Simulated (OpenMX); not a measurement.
The system is Bi2Te3 (Tellurobismuthite).

```
CELL_PARAMETERS angstrom
2.19300 1.26613 10.16567
-2.19300 1.26613 10.16567
0.00000 -2.53226 10.16567
ATOMIC_POSITIONS crystal
Bi 0.60000 0.60000 0.60000
Bi 0.40000 0.40000 0.40000
Te 0.79050 0.79050 0.79050
Te 0.20950 0.20950 0.20950
Te 0.00000 0.00000 0.00000
```

Base run:

| Quantity | Value |
| --- | --- |
| Program | OpenMX 3.8.5 |
| Functional | LDA |
| Potentials or basis | OpenMX 2013 LDA set, Bi8.0-s3p2d2f1, Te7.0-s3p2d2f1, grid cutoff 500 Ry |
| k mesh | 7 × 7 × 7 |
| Occupations | fermi-dirac, width 0.05 eV |
| Spin | no spin polarisation |

Its results: band gap on the k mesh 0.17 eV, direct; pressure -0.3 GPa; largest force 0.070 eV/Å.

Problem. The run is repeated on the same cell with these changes: functional from LDA to PBE; potentials or basis from OpenMX 2013 LDA set, Bi8.0-s3p2d2f1, Te7.0-s3p2d2f1, grid cutoff 500 Ry to OpenMX 2013 PBE set, Bi8.0-s3p2d2, Te7.0-s3p2d2, grid cutoff 500 Ry. What comes out?

Solution. Band gap on the k mesh 0.23 eV, direct; pressure 7.2 GPa; largest force 0.682 eV/Å.

Caveats: spin-orbit coupling is left out, which as a rule narrows the gap of such compounds by several tenths of an eV; the basis of atomic orbitals isn't converged, which shifts pressures, moduli and gaps.
